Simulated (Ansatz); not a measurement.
# SiGeCl (doublet): wave-function methods side by side, cc-pVDZ

How much of the correlation energy of SiGeCl (doublet) does each wave-function method recover here?

The runs use Ansatz 0.2.0, Gaussian basis; cc-pVDZ, core rule «outside noble gas», up to 24 orbitals frozen.

To be run: UHF; CCSD(T) on ROHF; CCSD(T) on UHF; BCCD(T) on ROHF; CISD; CCSDT(Q) on ROHF; CCSDT(Q) on UHF; CASSCF and NEVPT2, 13 electrons in 11 orbitals.

17 further runs of the same task are left out: 4 that didn't finish, 13 set aside as unsound or not needed.

### 1 The geometry

The geometry is a PBE0/def2-TZVP stationary point (not a proven minimum). No spin-orbit coupling is included. The filled d shell of Ge may be among the frozen orbitals whatever the setting's name suggests; the logs give the count.

3 atoms, charge 0, spin multiplicity 2.

Atoms are counted from 1 here; the program's logs count them from 0.

Bond lengths: Cl1–Ge2 2.423 Å, Cl1–Si3 2.265 Å, Ge2–Si3 2.365 Å. Angles: Ge2–Cl1–Si3 60.5°, Cl1–Ge2–Si3 56.5°, Cl1–Si3–Ge2 63.0°.

In the tables R marks a restricted open-shell determinant and U an unrestricted one; 'valence' is the active space of 13 electrons in 11 orbitals; energies count from the table's Hartree-Fock row.

### 2 UHF

Input file in.yaml:

```yaml
crystal:
  periodic: [false, false, false]
  atoms:
    - {symbol: Cl, position_ang: [0.000000, 0.885306, 1.303423]}
    - {symbol: Ge, position_ang: [0.000000, 0.087359, -0.983890]}
    - {symbol: Si, position_ang: [0.000000, -1.343486, 0.899379]}
basis:
  gaussian: {orbitals: cc-pVDZ}
magnetization: {spin_polarized: true, initial_magnetization: 1}
hamiltonian: {xc: hf}
output: {orbitals: {seedname: orbitals}}
```

The run is started by

```sh
$ ansatz run in.yaml --threads 1 --pin off --events-out ev --progress --plain --max-ram 2393MiB
```

Log:

```text
Functional definition: HF
  name "HF"
  cite "Fock, Z. Phys. 61, 126 (1930) doi:10.1007/BF01340294"
  parent pbe
  exchange = exact_x
  correlation = 0
708 factors; integrals over basis functions are off by at most 9.7e-4 eV
mean field evaluation 1: about -76837.3576 eV, gradient 6.4e0 eV
mean field evaluation 2: about -76837.4991 eV, gradient 6.7e0 eV
mean field evaluation 4: about -76838.0262 eV, gradient 1.1e0 eV
mean field evaluation 8: about -76838.0573 eV, gradient 1.1e-1 eV
mean field evaluation 16: about -76838.0601 eV, gradient 2.6e-5 eV
mean field evaluation 32: about -76838.0466 eV, gradient 1.4e-1 eV
mean field evaluation 64: about -76837.9979 eV, gradient 3.7e-1 eV
mean field evaluation 96: about -76838.0586 eV, gradient 3.4e-2 eV
mean field evaluation 128: about -76837.4628 eV, gradient 1.9e0 eV
mean field evaluation 160: about -76837.3676 eV, gradient 1.9e0 eV
mean field evaluation 192: about -76838.0462 eV, gradient 7.8e-1 eV
mean field -76838.06007504 eV, -2823.7466250500 hartree, gradient 3.7e-6 eV, S^2 0.758360; 2 other end points of the search recorded, 0 dependent functions left out
reference -76838.06007504 eV, -2823.7466250500 hartree; 32, 31 occupied and 31, 32 virtual orbitals, 708 factors
Total energy: -76838.06007504 eV, -2823.7466250500 hartree
```

Run time: 7 s. Hardware: 1 thread of Arm Neoverse V1, shared host.

From the report: ⟨S²⟩ of the determinant 0.758 (pure doublet: 0.75).

### 3 CCSD(T) on ROHF

in.yaml: that of step 2 with these lines changed.

```diff
@@ -8,4 +8,3 @@
   gaussian: {orbitals: cc-pVDZ}
-magnetization: {spin_polarized: true, initial_magnetization: 1}
-hamiltonian: {xc: hf}
-output: {orbitals: {seedname: orbitals}}
+magnetization: {spin_polarized: false, initial_magnetization: 1}
+correlation: {method: ccsd_t, electrons: outside_noble_gas}
```

The command is unchanged.

Log, cut to the lines that bear on the results:

```text
Functional definition: HF
  name "HF"
  cite "Fock, Z. Phys. 61, 126 (1930) doi:10.1007/BF01340294"
  parent pbe
[...]
708 factors; integrals over basis functions are off by at most 9.7e-4 eV
[...]
mean field -76837.99946415 eV, -2823.7443976410 hartree, gradient 3.3e-6 eV, S^2 0.750000; 6 other end points of the search recorded, 0 dependent functions left out
[...]
determinant -76837.99946415 eV, -2823.7443976410 hartree, with singles and doubles -76846.55003686 eV, -2824.0586253920 hartree
determinant -76836.87640943 eV, -2823.7031261411 hartree, with singles and doubles -76845.86215528 eV, -2824.0333462104 hartree
determinant -76835.48758174 eV, -2823.6520876649 hartree, with singles and doubles -76844.31895651 eV, -2823.9766347015 hartree
24 core orbitals not correlated: weight in the atoms' cores, before any rotation towards them, 1.000 or more for the frozen orbitals, at most 0.000 for the correlated occupied ones
reference -76837.99946415 eV, -2823.7443976410 hartree; 8, 7 occupied and 31, 32 virtual orbitals, 708 factors
second order -7.55148550 eV of doubles, -0.03506215 eV of singles
cycle   1  -8.55043245 eV  change    1.4e-4 eV  update   1.7e-3
[...]
cycle   8  -8.55074033 eV  change    1.7e-5 eV  update   7.4e-6
perturbative correction -0.33423252 eV, -0.0122828187 hartree
Total energy: -76846.88443701 eV, -2824.0709143710 hartree
```

It took 13 s on 1 thread of Arm Neoverse V1, shared host.

From the report: correlation -8.8850 eV; T1 0.022; largest double amplitude 0.05.

### 4 CCSD(T) on UHF

in.yaml: that of step 3 with these lines changed.

```diff
@@ -8,3 +8,3 @@
   gaussian: {orbitals: cc-pVDZ}
-magnetization: {spin_polarized: false, initial_magnetization: 1}
+magnetization: {spin_polarized: true, initial_magnetization: 1}
 correlation: {method: ccsd_t, electrons: outside_noble_gas}
```

The command is unchanged.

Log, cut to the lines that bear on the results:

```text
Functional definition: HF
  name "HF"
  cite "Fock, Z. Phys. 61, 126 (1930) doi:10.1007/BF01340294"
  parent pbe
[...]
708 factors; integrals over basis functions are off by at most 9.7e-4 eV
[...]
mean field -76838.06007504 eV, -2823.7466250500 hartree, gradient 2.8e-6 eV, S^2 0.758360; 18 other end points of the search recorded, 0 dependent functions left out
determinant -76838.06007504 eV, -2823.7466250500 hartree, with singles and doubles -76846.55287501 eV, -2824.0587296924 hartree
determinant -76837.08670835 eV, -2823.7108544840 hartree, with singles and doubles -76845.87545696 eV, -2824.0338350382 hartree
determinant -76836.83598620 eV, -2823.7016406146 hartree, with singles and doubles -76844.64597730 eV, -2823.9886524940 hartree
determinant -76835.71750220 eV, -2823.6605370858 hartree, with singles and doubles -76843.77987540 eV, -2823.9568238362 hartree
[...]
determinant -76834.98969230 eV, -2823.6337905656 hartree, with singles and doubles -76844.29866875 eV, -2823.9758891403 hartree
determinant -76834.85175877 eV, -2823.6287216016 hartree, with singles and doubles -76844.22711678 eV, -2823.9732596536 hartree
determinant -76834.64801746 eV, -2823.6212342468 hartree, with singles and doubles -76842.99291612 eV, -2823.9279036160 hartree
24 core orbitals not correlated: weight in the atoms' cores, before any rotation towards them, 1.000 or more for the frozen orbitals, at most 0.000 for the correlated occupied ones
reference -76838.06007504 eV, -2823.7466250500 hartree; 8, 7 occupied and 31, 32 virtual orbitals, 708 factors
second order -7.51327673 eV of doubles, -0.00000000 eV of singles
cycle   1  -8.49268650 eV  change    1.1e-4 eV  update   1.9e-3
[...]
cycle   8  -8.49309302 eV  change    1.8e-5 eV  update   8.1e-6
perturbative correction -0.33136371 eV, -0.0121773919 hartree
Total energy: -76846.88453177 eV, -2824.0709178534 hartree
```

Run time: 28 s. Hardware: 1 thread of Arm Neoverse V1, shared host.

From the report: ⟨S²⟩ of the determinant 0.758 (pure doublet: 0.75); correlation -8.8245 eV; T1 0.022; largest double amplitude 0.05.

### 5 BCCD(T) on ROHF

in.yaml: that of step 4 with these lines changed.

```diff
@@ -8,3 +8,3 @@
   gaussian: {orbitals: cc-pVDZ}
-magnetization: {spin_polarized: true, initial_magnetization: 1}
-correlation: {method: ccsd_t, electrons: outside_noble_gas}
+magnetization: {spin_polarized: false, initial_magnetization: 1}
+correlation: {method: bccd_t, electrons: outside_noble_gas}
```

Same command.

Log, cut to the lines that bear on the results:

```text
Functional definition: HF
  name "HF"
  cite "Fock, Z. Phys. 61, 126 (1930) doi:10.1007/BF01340294"
  parent pbe
[...]
708 factors; integrals over basis functions are off by at most 9.7e-4 eV
[...]
mean field -76837.99946415 eV, -2823.7443976410 hartree, gradient 3.3e-6 eV, S^2 0.750000; 6 other end points of the search recorded, 0 dependent functions left out
[...]
determinant -76837.99946415 eV, -2823.7443976410 hartree, with singles and doubles -76846.55003686 eV, -2824.0586253920 hartree
determinant -76836.87640943 eV, -2823.7031261411 hartree, with singles and doubles -76845.86215528 eV, -2824.0333462104 hartree
determinant -76835.48758174 eV, -2823.6520876649 hartree, with singles and doubles -76844.31895651 eV, -2823.9766347015 hartree
24 core orbitals not correlated: weight in the atoms' cores, before any rotation towards them, 1.000 or more for the frozen orbitals, at most 0.000 for the correlated occupied ones
reference -76837.99946415 eV, -2823.7443976410 hartree; 8, 7 occupied and 31, 32 virtual orbitals, 708 factors
second order -7.55148550 eV of doubles, -0.03506215 eV of singles
cycle   1  -8.53427240 eV  change    1.6e-2 eV  update   1.1e-2
[...]
cycle  10  -8.53362717 eV  change   -6.5e-7 eV  update   1.2e-5
perturbative correction -0.35372656 eV, -0.0129992113 hartree
Total energy: -76846.88681789 eV, -2824.0710018666 hartree
```

It took 13 s on 1 thread of Arm Neoverse V1, shared host.

From the report: correlation -8.8874 eV; largest double amplitude 0.05.

### 6 CISD

in.yaml: that of step 5 with these lines changed.

```diff
@@ -9,2 +9,2 @@
 magnetization: {spin_polarized: false, initial_magnetization: 1}
-correlation: {method: bccd_t, electrons: outside_noble_gas}
+correlation: {active_space: {ras: {orbitals: [7, 1, 31], electrons: 15, max_holes: 2, max_particles: 2}, fixed_orbitals: true}}
```

The command is unchanged.

Log:

```text
Functional definition: HF
  name "HF"
  cite "Fock, Z. Phys. 61, 126 (1930) doi:10.1007/BF01340294"
  parent pbe
  exchange = exact_x
  correlation = 0
708 factors; integrals over basis functions are off by at most 9.7e-4 eV
mean field evaluation 1: about -76837.3634 eV, gradient 8.5e0 eV
mean field evaluation 2: about -76837.5035 eV, gradient 8.9e0 eV
mean field evaluation 4: about -76837.9738 eV, gradient 1.4e0 eV
mean field evaluation 8: about -76837.9985 eV, gradient 1.3e-1 eV
mean field evaluation 16: about -76836.7279 eV, gradient 7.3e0 eV
mean field evaluation 32: about -76837.8996 eV, gradient 1.6e0 eV
mean field -76837.99946415 eV, -2823.7443976410 hartree, gradient 3.3e-6 eV, S^2 0.750000; 4 other end points of the search recorded, 0 dependent functions left out
reference -76837.99946415 eV, -2823.7443976410 hartree; 32, 31 occupied and 31, 32 virtual orbitals, 708 factors
state -76845.53215433 eV, -2824.0212188992 hartree
Total energy: -76845.53215433 eV, -2824.0212188992 hartree
```

Run time: 8.5 s. Hardware: 1 thread of Arm Neoverse V1, shared host.

From the report: 63,711 determinants.

### 7 CCSDT(Q) on ROHF

in.yaml: that of step 6 with these lines changed.

```diff
@@ -9,2 +9,2 @@
 magnetization: {spin_polarized: false, initial_magnetization: 1}
-correlation: {active_space: {ras: {orbitals: [7, 1, 31], electrons: 15, max_holes: 2, max_particles: 2}, fixed_orbitals: true}}
+correlation: {method: ccsdt_q, electrons: outside_noble_gas}
```

The command is unchanged.

Log, cut to the lines that bear on the results:

```text
Functional definition: HF
  name "HF"
  cite "Fock, Z. Phys. 61, 126 (1930) doi:10.1007/BF01340294"
  parent pbe
[...]
1267 factors; integrals over basis functions are off by at most 1.1e-7 eV
[...]
mean field -76837.99965208 eV, -2823.7444045471 hartree, gradient 4.6e-6 eV, S^2 0.750000; 6 other end points of the search recorded, 0 dependent functions left out
[...]
determinant -76837.99965208 eV, -2823.7444045471 hartree, with singles and doubles -76846.55024639 eV, -2824.0586330921 hartree
determinant -76836.87658715 eV, -2823.7031326723 hartree, with singles and doubles -76845.86235772 eV, -2824.0333536500 hartree
determinant -76835.48776426 eV, -2823.6520943723 hartree, with singles and doubles -76844.31916644 eV, -2823.9766424163 hartree
24 core orbitals not correlated: weight in the atoms' cores, before any rotation towards them, 1.000 or more for the frozen orbitals, at most 0.000 for the correlated occupied ones
reference -76837.99965208 eV, -2823.7444045471 hartree; 8, 7 occupied and 31, 32 virtual orbitals, 1267 factors
second order -7.55151545 eV of doubles, -0.03506237 eV of singles
cycle   1  -8.20599901 eV  change   -6.2e-1 eV  update   1.1e-1
[...]
cycle  22  -8.92502183 eV  change   -4.3e-7 eV  update   5.8e-7
perturbative correction -0.02784149 eV, -0.0010231559 hartree
Total energy: -76846.95251540 eV, -2824.0734162056 hartree
```

Wall time 80 s (1 thread of Arm Neoverse V1, shared host); peak memory 0.87 GiB.

From the report: correlation -8.9529 eV; T1 0.024; largest double amplitude 0.06.

### 8 CCSDT(Q) on UHF

in.yaml: that of step 7 with these lines changed.

```diff
@@ -8,3 +8,3 @@
   gaussian: {orbitals: cc-pVDZ}
-magnetization: {spin_polarized: false, initial_magnetization: 1}
+magnetization: {spin_polarized: true, initial_magnetization: 1}
 correlation: {method: ccsdt_q, electrons: outside_noble_gas}
```

Same command.

Log, cut to the lines that bear on the results:

```text
Functional definition: HF
  name "HF"
  cite "Fock, Z. Phys. 61, 126 (1930) doi:10.1007/BF01340294"
  parent pbe
[...]
1267 factors; integrals over basis functions are off by at most 1.1e-7 eV
[...]
mean field -76838.06026379 eV, -2823.7466319865 hartree, gradient 2.1e-6 eV, S^2 0.758360; 18 other end points of the search recorded, 0 dependent functions left out
determinant -76838.06026379 eV, -2823.7466319865 hartree, with singles and doubles -76846.55308510 eV, -2824.0587374130 hartree
determinant -76837.08688710 eV, -2823.7108610527 hartree, with singles and doubles -76845.87565791 eV, -2824.0338424228 hartree
determinant -76836.83619413 eV, -2823.7016482560 hartree, with singles and doubles -76844.64619875 eV, -2823.9886606322 hartree
determinant -76835.71770029 eV, -2823.6605443658 hartree, with singles and doubles -76843.78009013 eV, -2823.9568317274 hartree
[...]
determinant -76834.98990451 eV, -2823.6337983639 hartree, with singles and doubles -76844.29883921 eV, -2823.9758954043 hartree
determinant -76834.85197778 eV, -2823.6287296502 hartree, with singles and doubles -76844.22641925 eV, -2823.9732340201 hartree
determinant -76834.64821666 eV, -2823.6212415673 hartree, with singles and doubles -76842.99317455 eV, -2823.9279131131 hartree
24 core orbitals not correlated: weight in the atoms' cores, before any rotation towards them, 1.000 or more for the frozen orbitals, at most 0.000 for the correlated occupied ones
reference -76838.06026379 eV, -2823.7466319865 hartree; 8, 7 occupied and 31, 32 virtual orbitals, 1267 factors
second order -7.51330606 eV of doubles, -0.00000000 eV of singles
cycle   1  -8.13986023 eV  change   -6.3e-1 eV  update   1.1e-1
[...]
cycle  21  -8.86529768 eV  change   -1.2e-6 eV  update   1.0e-6
perturbative correction -0.03071643 eV, -0.0011288079 hartree
Total energy: -76846.95627790 eV, -2824.0735544749 hartree
```

Run time: 96 s. Hardware: 1 thread of Arm Neoverse V1, shared host; peak memory 0.65 GiB.

From the report: ⟨S²⟩ of the determinant 0.758 (pure doublet: 0.75); correlation -8.8960 eV; T1 0.023; largest double amplitude 0.06.

### 9 CASSCF and NEVPT2, 13 electrons in 11 orbitals

Input file in.yaml:

```yaml
crystal:
  periodic: [false, false, false]
  atoms:
    - {symbol: Cl, position_ang: [0.000000, 0.885306, 1.303423]}
    - {symbol: Ge, position_ang: [0.000000, 0.087359, -0.983890]}
    - {symbol: Si, position_ang: [0.000000, -1.343486, 0.899379]}
basis:
  gaussian: {orbitals: cc-pVDZ}
magnetization: {spin_polarized: false, initial_magnetization: 1}
correlation: {method: sc_nevpt2, electrons: outside_noble_gas, active_space: {window: {electrons: 13, orbitals: 11}, shells: [{species: Cl, l: p, shell: 3}, {species: Ge, l: s, shell: 4}, {species: Ge, l: p, shell: 4}, {species: Si, l: s, shell: 3}, {species: Si, l: p, shell: 3}]}}
```

The command is unchanged.

Log:

```text
Functional definition: HF
  name "HF"
  cite "Fock, Z. Phys. 61, 126 (1930) doi:10.1007/BF01340294"
  parent pbe
  exchange = exact_x
  correlation = 0
1267 factors; integrals over basis functions are off by at most 1.1e-7 eV
mean field evaluation 1: about -76837.3170 eV, gradient 8.4e0 eV
mean field evaluation 2: about -76837.4975 eV, gradient 9.0e0 eV
mean field evaluation 4: about -76837.9726 eV, gradient 1.4e0 eV
mean field evaluation 8: about -76837.9973 eV, gradient 2.1e-1 eV
mean field evaluation 16: about -76837.7446 eV, gradient 2.5e0 eV
mean field evaluation 32: about -76837.3874 eV, gradient 2.7e0 eV
mean field -76837.99965208 eV, -2823.7444045471 hartree, gradient 4.6e-6 eV, S^2 0.750000; 4 other end points of the search recorded, 0 dependent functions left out
reference -76837.99965208 eV, -2823.7444045471 hartree; 32, 31 occupied and 31, 32 virtual orbitals, 1267 factors
state -76839.93352818 eV, -2823.8154731831 hartree
state -76839.93352818 eV, -2823.8154731831 hartree; corrected -76845.65753902 eV, -2824.0258267016 hartree
Total energy: -76845.65753902 eV, -2824.0258267016 hartree
Checks for a lower state left out: starts, orbital_swaps
```

Run time: 32 s. Hardware: 1 thread of Arm Neoverse V1, shared host; peak memory 0.29 GiB.

From the report: 76,076 determinants; active occupations 1.99, 1.99, 1.98, 1.97, 1.96, 1.95, 0.99, 0.06, 0.05, 0.03, 0.03.

### 10 How many determinants matter

Natural occupations of the CASSCF valence state about the gap (report; correlated orbitals 2 to 11): 1.987, 1.984, 1.970, 1.961, 1.946, 0.994, 0.055, 0.050, 0.033, 0.027. The count of effectively unpaired electrons, Σ n²(2 − n)², is 1.05; a single determinant of this spin has 1.

### 11 Misses and costs

The yardstick is UCCSDT(Q), where the cluster series has nearly closed. Rows without a time come out of other runs: HF, MP2 and CCSD of CCSD(T), CCSDT of CCSDT(Q), CASSCF and MRCISD of the multireference runs.

Differences are taken before rounding.

```csv
method,energy from the lowest RHF (meV),from UCCSDT(Q) (meV),time
RHF,0.0,+8956.8,
UHF,-60.6,+8896.2,
RMP2,-7586.5,+1370.3,
UMP2,-7573.9,+1382.9,
CISD,-7532.7,+1424.1,8.5 s
RCCSD,-8550.7,+406.1,
UCCSD,-8553.7,+403.1,
RCCSD(T),-8885.0,+71.8,13 s
UCCSD(T),-8885.1,+71.7,28 s
BCCD(T),-8887.4,+69.5,13 s
RCCSDT,-8925.2,+31.6,
UCCSDT,-8926.1,+30.7,
RCCSDT(Q),-8953.1,+3.8,80 s
UCCSDT(Q),-8956.8,0,96 s
CASSCF valence,-1934.1,+7022.7,
NEVPT2 valence,-7658.1,+1298.7,32 s
```

Among the levels timed on like hardware and quicker than the yardstick, those that no quicker one beats, quickest first: CISD (8.5 s, +1424.1 meV); BCCD(T) (13 s, +69.5 meV); RCCSDT(Q) (80 s, +3.8 meV).

With the free atoms at the same levels and basis (separate runs), the atomisation energy is 5.710 eV at UCCSDT(Q), 5.678 eV at RCCSD(T), 5.668 eV at UCCSD(T), 3.879 eV at RHF.

### 12 Outcome

```
                         quantity                      value
   UCCSDT(Q) below the RHF energy                 -8.9568 eV
              RMP2 from UCCSDT(Q)                +1370.3 meV
              UMP2 from UCCSDT(Q)                +1382.9 meV
             RCCSD from UCCSDT(Q)                 +406.1 meV
          RCCSD(T) from UCCSDT(Q)                  +71.8 meV
          UCCSD(T) from UCCSDT(Q)                  +71.7 meV
         RCCSDT(Q) from UCCSDT(Q)                   +3.8 meV
    NEVPT2 valence from UCCSDT(Q)                +1298.7 meV
levels within 1 kcal/mol (43 meV)  RCCSDT, UCCSDT, RCCSDT(Q)
                    T1 diagnostic                      0.022
   effectively unpaired electrons                       1.05
```

RCCSD(T) lands +71.8 meV from the yardstick (0.8 % of the correlation energy). One determinant dominates. These misses are within one basis, not against nature; the frozen cores of restricted and unrestricted runs differ, which can shift their rows.

For cost: RCCSDT(Q) gets within 3.8 meV in 80 s, where UCCSDT(Q) took 96 s; the quickest level in the cost chart, CISD, takes 8.5 s and misses by 1424.1 meV.
